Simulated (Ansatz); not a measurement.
**MnSn3: magnetic order and moments**

An exercise on one series of results from a longer session: the logs are not shown, and one member is left open.

Method: DFT PBE, scalar-relativistic, plane waves, PAW, in Ansatz 0.2.0.

1 further run of the same task is left out (it didn't finish).

## The structure to begin with

The structure is cubic, space group Fm-3m (No. 225). Conventional cell: a = 6.788 Å, b = 6.788 Å, c = 6.788 Å, α = 90.00°, β = 90.00°, γ = 90.00°. Sn (site symmetry -43m) has 4 Sn at 2.94 Å and 4 Mn at 2.94 Å as nearest neighbours. Sn (site symmetry m-3m) is surrounded by 8 Sn at 2.94 Å. Mn (site symmetry m-3m) has 8 Sn at 2.94 Å as nearest neighbours.

As a file:

```cif
data_structure
_symmetry_space_group_name_H-M 'P 1'
_symmetry_Int_Tables_number 1
_cell_length_a 4.8000
_cell_length_b 4.8000
_cell_length_c 4.8000
_cell_angle_alpha 60.000
_cell_angle_beta 60.000
_cell_angle_gamma 60.000
_cell_volume 78.20
loop_
_atom_site_label
_atom_site_type_symbol
_atom_site_fract_x
_atom_site_fract_y
_atom_site_fract_z
_atom_site_occupancy
Sn1 Sn 0.25000 0.25000 0.25000 1
Sn2 Sn 0.75000 0.75000 0.75000 1
Sn3 Sn 0.50000 0.50000 0.50000 1
Mn1 Mn 0.00000 0.00000 0.00000 1
```

This is a hypothetical structure, made by putting the elements on a prototype's sites.

The first run:

(A quick probe on a coarse mesh, which set the mesh and smearing, is not shown.)

Contents of input.yaml:

```yaml
crystal:
  lattice:
    - [0.0, 3.3941074405, 3.3941074405]
    - [3.3941074405, 0.0, 3.3941074405]
    - [3.3941074405, 3.3941074405, 0.0]
  atoms:
    - { symbol: Sn, position: [0.25, 0.25, 0.25] }
    - { symbol: Sn, position: [0.75, 0.75, 0.75] }
    - { symbol: Sn, position: [0.5, 0.5, 0.5] }
    - { symbol: Mn, position: [0.0, 0.0, 0.0], spin: 3.63 }
basis:
  ecutwfc: 420
kpoints:
  mp_grid: { grid: [6, 6, 6] }
hamiltonian:
  xc: pbe
scf:
  occupations: { method: gaussian, width: 0.1 }
output:
  forces: true
  stress: true
  eigenvalues: true
  populations: true
magnetization:
  spin_polarized: true
relax:
  adjacent_minimum: "off"
  f_tol: 0.05
  max_steps: 80
  cell: { stress_tol: 0.5 }
```

Command:

```sh
$ ansatz run input.yaml --threads 1 --pin off --max-ram 2560MiB --backend cpu --events-out ev --progress --plain --runs-dir out
```

Steps of the session up to this table: A loose first relaxation; Full relaxation; Start: no spin polarisation; Magnetic start: ferromagnetic; Magnetic start: large parallel starting moments; Magnetic start: antiferromagnetic, doubled cell, propagation vector (0, 0, 1/2); Start: antiferromagnetic, doubled cell, propagation vector (0, 1/2, 1/2); Start: small parallel starting moments.

One table of the session follows, with a row left open; its other results are not shown here.

It belongs to the step «Which state is lowest». 

| start | energy above the lowest (meV/atom) | pressure (GPa) |
| --- | --- | --- |
| antiferromagnetic, doubled cell, propagation vector (0, 1/2, 1/2) | 0.00 | -0.5 |
| antiferromagnetic, doubled cell, propagation vector (0, 0, 1/2) | ? | ? |
| ferromagnetic | 22.2 | 0.0 |
| large parallel starting moments | 22.2 | 0.0 |
| small parallel starting moments | 22.2 | 0.0 |
| no spin | 440 | -6.4 |

Q: Estimate the row for antiferromagnetic, doubled cell, propagation vector (0, 0, 1/2) from the others.

The run gave: energy above the lowest (meV/atom): 7.76; pressure (GPa): -0.4. In the column «energy above the lowest (meV/atom)» it lies between antiferromagnetic, doubled cell, propagation vector (0, 1/2, 1/2) (0.00) and ferromagnetic (22.2).
